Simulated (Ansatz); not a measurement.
# AsH2+ (triplet): wave-function methods side by side at distance As1–H2 = 1.196 Å, cc-pVDZ

How much of the correlation energy of AsH2+ (triplet) does each wave-function method recover here?

Program: Ansatz 0.2.0, Gaussian basis. Level of theory: cc-pVDZ, core rule «outside noble gas», up to 14 orbitals frozen. These are calculated values, not measurements.

To be run: UHF; CCSD(T) on ROHF; CCSD(T) on UHF; BCCD(T) on ROHF; CISD; CCSDT(Q) on ROHF; CCSDT(Q) on UHF; CASSCF and MRCISD+Q, 4 electrons in 4 orbitals; CASSCF and NEVPT2, 4 electrons in 4 orbitals; CASSCF and MRCISD+Q, 6 electrons in 6 orbitals; CASSCF and NEVPT2, 6 electrons in 6 orbitals; Full CI.

14 further runs of the same task are left out: 12 that didn't finish, 2 set aside as unsound or not needed.

## Step 1: What is computed

The geometry derives from a PBE0/def2-TZVP stationary point (not a proven minimum). One bond is set to the value named and the two fragments are kept rigid. No spin-orbit coupling is included. The filled d shell of As may be among the frozen orbitals whatever the setting's name suggests; the logs give the count.

3 atoms, charge 1, spin multiplicity 3.

Atoms are counted from 1 here; the program's logs count them from 0.

Bond lengths: As1–H2 1.196 Å, As1–H3 1.511 Å. Angles: H2–As1–H3 122.3°.

## Step 2: UHF

The input, in.yaml:

```yaml
crystal:
  periodic: [false, false, false]
  atoms:
    - {symbol: As, position_ang: [0.000000, -0.017106, -0.003620]}
    - {symbol: H, position_ang: [0.000000, 0.559688, -1.051344]}
    - {symbol: H, position_ang: [0.000000, 0.711789, 1.320391]}
basis:
  gaussian: {orbitals: cc-pVDZ}
total_charge: 1
magnetization: {spin_polarized: true, initial_magnetization: 2}
hamiltonian: {xc: hf}
output: {orbitals: {seedname: orbitals}}
```

On the command line:

```sh
$ ansatz run in.yaml --threads 1 --pin off --events-out ev --progress --plain --max-ram 2393MiB
```

The runs that follow: CCSD(T) on ROHF; CCSD(T) on UHF; BCCD(T) on ROHF; CISD; CCSDT(Q) on ROHF; CCSDT(Q) on UHF; CASSCF and MRCISD+Q, 4 electrons in 4 orbitals; CASSCF and NEVPT2, 4 electrons in 4 orbitals; CASSCF and MRCISD+Q, 6 electrons in 6 orbitals; CASSCF and NEVPT2, 6 electrons in 6 orbitals; Full CI.

Q: Predict the results of all the runs planned. Wanted: FCI below the RHF energy; RMP2 from FCI; UMP2 from FCI; RCCSD from FCI; RCCSD(T) from FCI; UCCSD(T) from FCI; RCCSDT(Q) from FCI; UCCSDT(Q) from FCI; NEVPT2 pair from FCI.

The runs gave:

| quantity | value |
| --- | --- |
| FCI below the RHF energy | -2.6302 eV |
| RMP2 from FCI | +58.1 kJ/mol |
| UMP2 from FCI | +56.9 kJ/mol |
| RCCSD from FCI | +5.6 kJ/mol |
| RCCSD(T) from FCI | +1.2 kJ/mol |
| UCCSD(T) from FCI | +0.1 kJ/mol |
| RCCSDT(Q) from FCI | 0.0 kJ/mol |
| UCCSDT(Q) from FCI | -1.1 kJ/mol |
| NEVPT2 pair from FCI | +53.1 kJ/mol |
| MRCISD+Q pair from FCI | -0.7 kJ/mol |
| NEVPT2 valence from FCI | +46.0 kJ/mol |
| levels within 1 kcal/mol (43 meV) | RCCSD(T), UCCSD(T), BCCD(T), RCCSDT, UCCSDT, RCCSDT(Q), UCCSDT(Q), MRCISD+Q pair, MRCISD+Q valence |
| T1 diagnostic | 0.017 |
| effectively unpaired electrons | 2.02 |

**Reading.** RCCSD(T) misses by +1.2 kJ/mol, 0.5 % of the correlation energy. UCCSDT, UCCSDT(Q), MRCISD+Q pair fall below full CI: unrestricted runs freeze a spin-polarised core, another one than full CI's, and coupled cluster isn't variational. One determinant dominates. Of the multireference levels listed MRCISD+Q valence comes nearest in total energy (0.0 kJ/mol), which doesn't show that its space is the better one. These misses are within one basis, not against nature; the frozen cores of restricted and unrestricted runs differ, which can shift their rows.
